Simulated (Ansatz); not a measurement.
What does this script print? It uses Ansatz's Python interface.

Contents of `POSCAR_na3ca`:
```text
Na3Ca
1.0
   0.00000000    4.23512000    4.23512000
   4.23512000    0.00000000    4.23512000
   4.23512000    4.23512000    0.00000000
Na Ca
3 1
Direct
   0.25000000    0.25000000    0.25000000
   0.75000000    0.75000000    0.75000000
   0.50000000    0.50000000    0.50000000
   0.00000000    0.00000000    0.00000000
```

`na3ca.py`:
```python
"""Elastic constants of Na3Ca."""

import argparse
import logging
import sys

import ansatz as az
from ase.io import read
import numpy as np

logging.basicConfig(stream=sys.stdout, format="[%(levelname)s] %(message)s")
log = logging.getLogger("ansatz_job")
log.setLevel(logging.INFO)

parser = argparse.ArgumentParser(description="Elastic constants of Na3Ca.")
parser.add_argument("--occupations", default="Methfessel-Paxton", help="how the bands are filled")
parser.add_argument("--width-ev", type=float, default=0.05, help="smearing width (eV)")
parser.add_argument("--kgrid", type=int, nargs=3, default=[9, 9, 9], help="k-point sampling")
args = parser.parse_args()

atoms = read("POSCAR_na3ca", format="vasp")
xtal = az.Crystal.from_ase(atoms)

setup = (
    xtal.calculation()
    .functional(az.Functional.LDA)
    .pseudopotentials("paw")
    .basis(21 * az.Ha)
    .occupations(args.occupations, width=args.width_ev)
    .kpoints(*args.kgrid)
)
result = setup.elastic("relaxed-ion").run(threads=1)
elastic = result.elastic

print(np.array2string(np.round(elastic.c_gpa, 1) + 0.0, suppress_small=True))
print("Voigt stress of the unstrained cell (GPa, tension positive):", np.round(elastic.sigma0_gpa, 3) + 0.0)
print("smallest eigenvalue of C:", round(elastic.stability.min_eigenvalue_gpa, 1), "GPa; tensor positive definite:", elastic.stability.min_eigenvalue_gpa > 0)
# averaged moduli need a positive definite tensor
if elastic.stability.min_eigenvalue_gpa > 0:
    for name, value in elastic.moduli.to_plain().items():
        log.info(f"{name:14s} {value:9.3f}")
    S = np.linalg.inv(elastic.c_gpa)
    print("Young modulus along x, y, z (GPa):", np.round(1 / np.diag(S)[:3], 1))
    print("linear compressibility along x, y, z (1/TPa):", np.round(1000 * S[:3, :3].sum(axis=1), 2))
```

Running `python na3ca.py` prints:
```text
[[12.7  5.7  5.7  0.   0.   0. ]
 [ 5.7 12.7  5.7  0.   0.   0. ]
 [ 5.7  5.7 12.7  0.   0.   0. ]
 [ 0.   0.   0.   8.   0.   0. ]
 [ 0.   0.   0.   0.   8.   0. ]
 [ 0.   0.   0.   0.   0.   8. ]]
Voigt stress of the unstrained cell (GPa, tension positive): [0.906 0.906 0.906 0.    0.    0.   ]
smallest eigenvalue of C: 7.0 GPa; tensor positive definite: True
[INFO] k_voigt_gpa        7.993
[INFO] k_reuss_gpa        7.993
[INFO] k_hill_gpa         7.993
[INFO] g_voigt_gpa        6.219
[INFO] g_reuss_gpa        5.290
[INFO] g_hill_gpa         5.754
[INFO] youngs_gpa        13.922
[INFO] poisson            0.210
Young modulus along x, y, z (GPa): [9.2 9.2 9.2]
linear compressibility along x, y, z (1/TPa): [41.7 41.7 41.7]
```

What to keep in mind:
- The cell isn't relaxed first, so the values belong to this volume.
- A positive definite tensor excludes instabilities under uniform strain alone; phonons elsewhere in the zone can still be imaginary.
- The structure comes from a database of computed cells and needn't be a stable or known phase.
- Shear constants of a metal converge slowly with the k-point mesh and can be wrong in sign on a coarse one; the constants belong to the cell that was strained.
- Run time: 3.2 min on 1 thread of Intel(R) Xeon(R) 6975P-C (Granite Rapids), with other jobs on the host, peak memory 0.95 GiB.

(A comment or docstring line of the script was reworded after the run, the code is as it ran.)
